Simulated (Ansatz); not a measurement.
# AlGa2Sb3: the band gap up the ladder of functionals

One table from this session's results is given with a row withheld; the runs are named, their logs left out.

Program: Ansatz 0.2.0. PAW datasets, plane waves. (Calculated; spin-unpolarised; the phase may be known or hypothetical.)

## The system as given

The cell was relaxed beforehand with r2SCAN.

The symmetry is Imm2 (No. 44, orthorhombic); a = 4.353 Å, b = 13.044 Å, c = 6.141 Å in the conventional setting, 29.06 Å³ an atom. Near Al stand 4 Sb at 2.67 Å; near Sb stand 2 Ga at 2.66 Å and 2 Al at 2.67 Å; near Ga stand 4 Sb at 2.66 Å; near Sb stand 3 Ga at 2.66 Å and 1 Al at 2.67 Å.

The structure in full:

```
Al Sb Ga
1.0
    -2.17638    6.52216    3.07064
     2.17638   -6.52216    3.07064
     2.17638    6.52216   -3.07064
Al Sb Ga
1 3 2
Direct
  0.99924 0.99924 0.00000
  0.74793 0.24793 0.50000
  0.41847 0.25125 0.16722
  0.08403 0.25125 0.83278
  0.66725 0.00017 0.66709
  0.33308 0.00017 0.33291
```

Set-up of the first run:

input.yaml reads:

```yaml
crystal:
  lattice:
    - [-2.1763785634, 6.5221640416, 3.070643876]
    - [2.1763785634, -6.5221640416, 3.070643876]
    - [2.1763785634, 6.5221640416, -3.070643876]
  atoms:
    - { symbol: Al, position: [-0.0007641858, -0.0007641858, 0.0] }
    - { symbol: Sb, position: [0.7479251592, 0.2479251592, 0.5] }
    - { symbol: Ga, position: [0.6672538939, 0.0001658175, 0.6670880765] }
    - { symbol: Sb, position: [0.4184737337, 0.2512536959, 0.1672200378] }
    - { symbol: Ga, position: [0.333077741, 0.0001658175, 0.3329119235] }
    - { symbol: Sb, position: [0.0840336581, 0.2512536959, 0.8327799622] }
kpoints:
  mp_grid: { grid: [8, 8, 8] }
  band_path:
    path:
      - [[0.0, 0.0, 0.0], [0.5, -0.5, 0.5], [0.2778371937651, -0.2778371937651, 0.7221628062349]]
      - [[-0.2778371937651, 0.2778371937651, 0.2778371937651], [0.0, 0.0, 0.0], [0.305413486464, 0.305413486464, -0.305413486464]]
      - [[0.694586513536, -0.305413486464, 0.305413486464], [0.5, -0.5, 0.5]]
      - [[0.0, 0.0, 0.0], [2.399132853811e-18, 0.5, -2.399132853811e-18], [0.25, 0.25, 0.25], [0.5, 2.399132853811e-18, 3.294036360689e-17], [0.0, 0.0, 0.0], [2.09923627266e-17, -2.09923627266e-17, 0.5], [0.25, 0.25, 0.25]]
    npoints: 10
hamiltonian:
  xc: pbe
scf:
  occupations: { method: fermi_dirac, width: 0.02 }
  n_extra_bands: 5
output:
  forces: true
  stress: true
  eigenvalues: true
```

Run with:

```bash
$ ansatz run input.yaml --threads 4 --pin off --max-ram 6451MiB --backend cpu --events-out ev --progress --plain --runs-dir out
```

Steps of the session up to this table: PBE bands along the symmetry lines; r2SCAN; HSE06 at the same geometry; PBE+SOC at the same geometry; PBE0 at the same geometry.

One of the session's tables, all rows but one given; the rest of the session is left out.

| level | gap (eV) |
| --- | --- |
| PBE | 0.43 |
| r2SCAN | 0.88 |
| HSE06 | 1.20 |
| PBE+SOC | ? |
| PBE0 | 1.76 |

**Question.** Estimate the row for PBE+SOC.

The run gave: gap (eV): 0.22. In the column «gap (eV)» it is the lowest.

Meshes: PBE 8×8×8, r2SCAN 8×8×8, HSE06 4×4×4, PBE+SOC 8×8×8, PBE0 4×4×4

PBE+SOC gives the least gap, 0.22 eV, and PBE0 the largest, 1.76 eV. PBE reaches 36 % of the HSE06 value, and r2SCAN 74 %. PBE0 lies 0.56 eV above HSE06, which differs from it by screening the long-range exchange.

Limits of these values: Warnings in the runs' records: stress exchange threshold loose, stress scf threshold loose.
